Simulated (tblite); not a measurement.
# C2H11N2Si2: the cost of one run

Computed with tblite 0.8.0 and PySCF 2.14.0; each step states its level. No surroundings beyond the atoms listed, unless a continuum is named. Atoms count from 0, parts from 1.

## (1) The system as given

17 atoms, charge 0, multiplicity 2; geometry: distance geometry start.

## (2) Relaxing the cluster with GFN2-xTB

The job: settings as JSON, then the geometry in Å.

```
{"job": {"kind": "relax", "xc": "GFN2-xTB", "basis": "xTB"}, "charge": 0, "multiplicity": 2}
Si    -0.750226     0.095266     0.726203
N      0.128408    -1.061519     1.839729
Si     1.835068    -0.643268     2.268227
C      0.315707     0.550386    -0.653270
C     -2.300947    -0.689878     0.107739
N     -1.184449     1.608451     1.688992
H     -0.062102    -2.053095     1.675469
H      2.505075    -0.194747     1.100023
H      1.837750     0.402965     3.223571
H      2.506520    -1.775361     2.776761
H     -0.236629     1.031620    -1.390762
H      0.763857    -0.316569    -1.049031
H      1.054634     1.203789    -0.364697
H     -2.918314    -0.920819     0.909741
H     -2.798761    -0.022516    -0.515123
H     -2.039608    -1.555944    -0.399839
H     -1.176633     1.679318     2.708951
```

Level: GFN2-xTB geometry optimisation, gas phase.

The run is started by

```
> OMP_NUM_THREADS=1 python cluster_run.py task.json out
```

The driver reads the jobs from task.json and runs them one after another.

Q: Estimate the wall time of this first job on 1 thread of Arm Neoverse V1, shared host.

About 6.8 s.
